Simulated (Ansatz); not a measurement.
# H4NO2STa: up Jacob's ladder to CCSD(T)

An exercise on one series of results from a longer session: the logs are not shown, and one member is left open.

Computed with Ansatz 0.2.0, Gaussian basis. Level: functionals in def2-TZVPP, the program's frozen cores in correlated methods.

The runs, in order: LDA (SPW92), PBE-D4, revPBE-D4, BLYP-D4, r2SCAN-D4, B97M-V, PBE0-D4, B3LYP-D4, r2SCANh-D4, r2SCAN0-D4, HSE06-D4, BHLYP-D4, CAM-B3LYP-D4, LC-ωPBE, ωB97X-V, ωB97M-V, B2PLYP, PBE-QIDH; CCSD(T)/def2-SVP; CCSD(T)/def2-TZVPP; MP2/def2-QZVPP; extrapolation to the limit; RPA on PBE.

### The geometry

All runs share one geometry, relaxed beforehand with PBE0-D4 in a triple-zeta def2 set. Ta takes the def2 core potential; no spin-orbit term is included.

SMILES `[NH2][Ta]([OH])([OH])=[S]`, 9 atoms, charge 0, spin multiplicity 1.

Atoms are counted from 1 here; the program's logs count them from 0.

Bond lengths: N1–Ta2 1.969 Å, N1–H6 1.010 Å, N1–H7 1.008 Å, Ta2–O3 1.899 Å, Ta2–O4 1.899 Å, Ta2–S5 2.168 Å, O3–H8 0.957 Å, O4–H9 0.957 Å. Angles: Ta2–N1–H6 124.0°, Ta2–N1–H7 125.3°, H6–N1–H7 110.7°, N1–Ta2–O3 109.4°, N1–Ta2–O4 109.4°, N1–Ta2–S5 106.7°, O3–Ta2–O4 106.9°, O3–Ta2–S5 112.2°, O4–Ta2–S5 112.2°, Ta2–O3–H8 130.9°, Ta2–O4–H9 130.9°.

Set-up of the first run:

File in.yaml:

```yaml
crystal:
  periodic: [false, false, false]
  atoms:
    - {symbol: N, position_ang: [-0.277725, 0.759416, -1.429866]}
    - {symbol: Ta, position_ang: [0.136887, -0.037729, 0.322153]}
    - {symbol: O, position_ang: [1.115235, -1.645683, 0.067589]}
    - {symbol: O, position_ang: [-1.480664, -0.508626, 1.199234]}
    - {symbol: S, position_ang: [1.268355, 1.444912, 1.427858]}
    - {symbol: H, position_ang: [-0.800091, 0.288210, -2.155076]}
    - {symbol: H, position_ang: [-0.004479, 1.682517, -1.729223]}
    - {symbol: H, position_ang: [2.019356, -1.870494, 0.288392]}
    - {symbol: H, position_ang: [-1.888273, -0.158822, 1.991839]}
basis:
  gaussian: {orbitals: def2-TZVPP}
hamiltonian: {xc: lda}
output: {orbitals: {seedname: orbitals}}
```

Launch:

```console
$ ansatz run in.yaml --threads 2 --pin off --events-out ev --progress --plain --max-ram 32768MiB --backend cpu
```

Among the steps run: LDA; PBE-D4 (GGA); revPBE-D4 (GGA); BLYP-D4 (GGA); r2SCAN-D4 (meta-GGA); B97M-V (meta-GGA); PBE0-D4 (hybrid); B3LYP-D4 (hybrid); r2SCANh-D4 (hybrid); r2SCAN0-D4 (hybrid); HSE06-D4 (hybrid); BHLYP-D4 (hybrid); CAM-B3LYP-D4 (range-separated); LC-ωPBE (range-separated); ωB97X-V (range-separated); ωB97M-V (range-separated); B2PLYP (double hybrid); PBE-QIDH (double hybrid).

One table of the session follows, with a row left open; its other results are not shown here.

It belongs to the step «Orbital energies across the functionals». 

```
  functional  HOMO (eV)  gap (eV)
 LDA (SPW92)      -6.39      4.31
      PBE-D4      -6.22      4.34
   revPBE-D4      -6.16      4.35
     BLYP-D4      -6.04      4.29
   r2SCAN-D4      -6.50      4.76
      B97M-V      -6.50      4.86
     PBE0-D4      -7.39      6.31
    B3LYP-D4      -7.14      5.86
  r2SCANh-D4      -6.93      5.49
  r2SCAN0-D4          ?         ?
    HSE06-D4      -6.99      5.53
    BHLYP-D4      -8.37      8.26
CAM-B3LYP-D4      -8.64      8.66
     LC-ωPBE      -9.98     11.12
     ωB97X-V      -9.64     10.71
     ωB97M-V      -9.50     10.50
```

Estimate the missing values for r2SCAN0-D4.

Worked estimate for «HOMO (eV)». Against the share of exact exchange, r2SCAN-D4 (0, -6.50), r2SCANh-D4 (0.1, -6.93) give a slope of -4.30 per unit share; at 0.25 the line stands at -7.57.

The run gave: HOMO (eV): -7.57; gap (eV): 6.59. In «HOMO (eV)» the line misses by 0.00.
